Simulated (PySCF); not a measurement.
**GaBr (SMILES [Ga][Br]): levels of theory compared**

Aim: a comparison of 5 runs (HF/STO-3G, HF/3-21G, B3LYP/6-31G*, B3LYP/cc-pVTZ, CCSD(T)/aug-cc-pVDZ) of GaBr. Input form: a Python script.

The calculation is run with PySCF 2.14.0.

## Step 1: The structure to begin with

The species is GaBr (2 atoms), meant as a singlet with charge 0. SMILES: `[Ga][Br]`. Geometry: a GFN2-xTB relaxation, a rough one for these elements and not checked as a minimum.

Bond lengths: Ga1–Br2 2.402 Å.

## Step 2: Energy and gradient at HF/STO-3G (run 1)

input.xyz reads:

```xyz
2

Ga     0.000000     0.000000     0.000000
Br     0.000000     0.000000     2.401950
```

job.py reads:

```python
from pyscf import gto

molecule = gto.M(
    atom='input.xyz',
    max_memory=1860,
    basis='sto-3g',
    verbose=4,
)

mf = molecule.RHF()
mf.conv_tol = 1e-10
mf.kernel()
if not mf.converged:
    mf = mf.newton().run(mf.mo_coeff, mf.mo_occ)

etot = mf.e_tot
print('E(%s) = %.9f' % ('HF', etot))
grad = mf.nuc_grad_method().kernel()
mf.analyze()
```

Started as:

```sh
OMP_NUM_THREADS=1 python job.py
```

The log of the run:

```text
PySCF version 2.14.0

[... 80 lines left out ...]
Nuclear Repulsion Energy =             239.037979078748549
[... 9 lines left out ...]
MO #4   energy= -57.6647120052072  occ= 2
[... 7 lines left out ...]
MO #12  energy= -6.8171298596517   occ= 2
[... 7 lines left out ...]
MO #20  energy= -2.16990644676297  occ= 2
[... 7 lines left out ...]
MO #28  energy= -0.247283520631074 occ= 2
[... 7 lines left out ...]
MO #36  energy= 0.352263909401997  occ= 0
[... 41 lines left out ...]
Dipole moment(X, Y, Z, Debye): -0.00000, -0.00000, -1.96887
```

Wall time 3.9 s (1 thread of Intel Xeon at 2.50GHz (Skylake/Cascade Lake), shared host); peak memory 0.12 GiB.

## Step 3: Energy and gradient at HF/3-21G (run 2)

input.py reads:

```python
from pyscf import gto, scf

system = gto.M(
    atom='''
Ga   0.000000   0.000000   0.000000
Br   0.000000   0.000000   2.401950
''',
    verbose=4,
    charge=0,
    basis='3-21g',
    spin=0,
    max_memory=1860,
)

hf = scf.RHF(system)
hf.conv_tol = 1e-10
hf.kernel()
if not hf.converged:
    hf = hf.newton().run(hf.mo_coeff, hf.mo_occ)

e_final = hf.e_tot
print('E = %.10f Eh' % e_final)
grad = hf.nuc_grad_method().kernel()
dip = hf.dip_moment()
pop, q = hf.mulliken_pop()
```

Started as:

```sh
OMP_NUM_THREADS=1 python input.py
```

The log of the run:

```text
PySCF version 2.14.0

[... 54 lines left out ...]
converged SCF energy = -4473.94166055817
[... 9 lines left out ...]
Dipole moment(X, Y, Z, Debye): -0.00000, -0.00000, -3.04700
[... 47 lines left out ...]
charge of    1Br =     -0.49288
```

It took 3.6 s on 1 thread of Intel Xeon at 2.50GHz (Skylake/Cascade Lake), shared host; peak memory 0.12 GiB.

## Step 4: Energy and forces at B3LYP/6-31G(d) (spherical functions) (run 3)

mol.xyz reads:

```xyz
2
BrGa
Ga     0.000000     0.000000     0.000000
Br     0.000000     0.000000     2.401950
```

job.py reads:

```python
from pyscf import gto, dft

mol = gto.Mole()
mol.atom = 'mol.xyz'
mol.max_memory = 1860
mol.verbose = 3
mol.basis = '6-31g*'
mol.build()

mf = dft.RKS(mol)
mf.xc = 'b3lyp'
mf.grids.level = 5
mf.conv_tol = 1e-10
mf.kernel()
if not mf.converged:
    mf = mf.newton().run(mf.mo_coeff, mf.mo_occ)

e_tot = mf.e_tot
print('E = %.10f Eh' % e_tot)
grad = mf.nuc_grad_method().kernel()
dip = mf.dip_moment()
pop, q = mf.mulliken_pop()
```

Started as:

```sh
OMP_NUM_THREADS=1 python job.py
```

The log of the run:

```text
converged SCF energy = -4498.57425307249
[... 6 lines left out ...]
Dipole moment(X, Y, Z, Debye): -0.00000, -0.00000, -2.61743
[... 67 lines left out ...]
charge of    1Br =     -0.24452
```

Run time: 31 s. Hardware: 1 thread of Intel Xeon at 2.50GHz (Skylake/Cascade Lake), shared host; peak memory 0.63 GiB.

Run 4 isn't shown in full; the table further down has it.

## Step 5: A single-point energy at CCSD(T)/aug-cc-pVDZ (run 5)

job.py reads:

```python
from pyscf import gto, scf, cc

mol = gto.Mole()
mol.atom = 'Ga 0.000000 0.000000 0.000000; Br 0.000000 0.000000 2.401950'
mol.basis = 'aug-cc-pvdz'
mol.verbose = 4
mol.max_memory = 1860
mol.build()

mf = scf.RHF(mol)
mf.conv_tol = 1e-10
mf.kernel()
if not mf.converged:
    mf = mf.newton().run(mf.mo_coeff, mf.mo_occ)

mycc = cc.CCSD(mf, frozen=18)
mycc.kernel()
e_t = mycc.ccsd_t()
e_tot = mycc.e_tot + e_t
print(f'total energy: {e_tot:.8f} hartree')
mf.analyze()
```

Started as:

```sh
OMP_NUM_THREADS=1 python job.py
```

The log of the run:

```text
PySCF version 2.14.0

[... 96 lines left out ...]
MO #2   energy= -378.91659350819   occ= 2
[... 13 lines left out ...]
MO #16  energy= -4.54589817197815  occ= 2
[... 13 lines left out ...]
MO #30  energy= -0.519319529196438 occ= 2
[... 13 lines left out ...]
MO #44  energy= 0.155504038952348  occ= 0
[... 13 lines left out ...]
MO #58  energy= 0.569003564782257  occ= 0
[... 13 lines left out ...]
MO #72  energy= 1.32743478461793   occ= 0
[... 77 lines left out ...]
Dipole moment(X, Y, Z, Debye): -0.00000, -0.00000, -2.87045
```

Run time: 14 s. Hardware: 1 thread of Intel Xeon at 2.50GHz (Skylake/Cascade Lake), shared host; peak memory 0.22 GiB.

## Step 6: The series

```
run                               level  integration grid      task   energy (Eh)  dipole moment (D) of the reference  HOMO energy (eV)  LUMO energy (eV)  wall time
  1                           HF/STO-3G                 –  gradient  -4445.539800                                1.97             -5.05              4.45      3.9 s
  2                            HF/3-21G                 –  gradient  -4473.941661                                3.05             -9.00              0.70      3.6 s
  3  B3LYP/6-31G* (spherical functions)                 5  gradient  -4498.574253                                2.62             -7.23             -2.09       31 s
  4                       B3LYP/cc-pVTZ                 5  gradient  -4499.241825                                2.71             -7.20             -2.07       74 s
  5                 CCSD(T)/aug-cc-pVDZ                 –    energy  -4495.909707                                2.87             -9.43              0.35       14 s
```

## Step 7: Outcome

| quantity | value |
| --- | --- |
| run 5: total energy | -4495.90971 Eh |
| run 5: dipole moment (Hartree–Fock density) | 2.87 D |
| run 5: HOMO energy (Hartree–Fock orbitals) | -9.43 eV |
| run 5: LUMO energy (Hartree–Fock orbitals) | 0.35 eV |
| run 5: HOMO–LUMO gap (Hartree–Fock orbitals) | 9.78 eV |
| run 5: correlation energy (18 core orbitals frozen) | -227.5 mEh |
| run 5: (T) correction | -7.48 mEh |
| run 5: T1 diagnostic | 0.009 |

What this shows: Over runs 1, 2, 3, 4 the dipole moment (its size) runs from 1.97 D (HF/STO-3G) to 3.05 D (HF/3-21G). Over runs 1, 2, 3, 4 the HOMO–LUMO gap runs from 5.13 eV (B3LYP/cc-pVTZ) to 9.70 eV (HF/3-21G). The two ends differ in method and basis. In run 1 the basis is minimal, so the values are rough. All runs together took 2.1 min, the longest 74 s.
